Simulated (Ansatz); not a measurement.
The system is CoAu4.

```
Au Co
1.0
     1.45277    0.83876   11.66605
    -1.45277    0.83876   11.66605
     0.00000   -1.67752   11.66605
Au Co
4 1
Direct
  0.60667 0.60667 0.60667
  0.20228 0.20228 0.20228
  0.79772 0.79772 0.79772
  0.39333 0.39333 0.39333
  0.00000 0.00000 0.00000
```

The cell comes from a database or a generator and needn't be the stable form of this composition.

Base run:

* Program: Ansatz 0.2.0
* Functional: PBEsol
* Potentials or basis: Ansatz PAW
* Cutoff: 420 eV
* Density cutoff: 1680 eV
* k mesh: 11 × 11 × 11
* Occupations: fermi-dirac, width 0.05 eV
* Spin: collinear spin, ferromagnetic start
* Starting moments: [0.0, 0.0, 0.0, 0.0, 2.0] μB

Its results: band gap on the k mesh none (metal or under the smearing width); pressure -10.2 GPa; net moment 1.81 μB per cell; site moments Au +0.01, -0.01; Co +1.91 μB; largest force 0.016 eV/Å.

Task: The run is repeated on the same cell with these changes: functional from PBEsol to PBE. What comes out?

Result: Band gap on the k mesh none (metal or under the smearing width); pressure -2.1 GPa; net moment 1.80 μB per cell; site moments Au +0.01, -0.01; Co +1.91 μB; largest force 0.050 eV/Å.

PBE binds less tightly than PBEsol, so the same cell stands under more pressure.

Caveats: the PAW data sets come from PBE, with cores solved anew for the run's functional, which leaves a small shift of forces and pressure (some runs).

Not every run made on this cell is shown here.
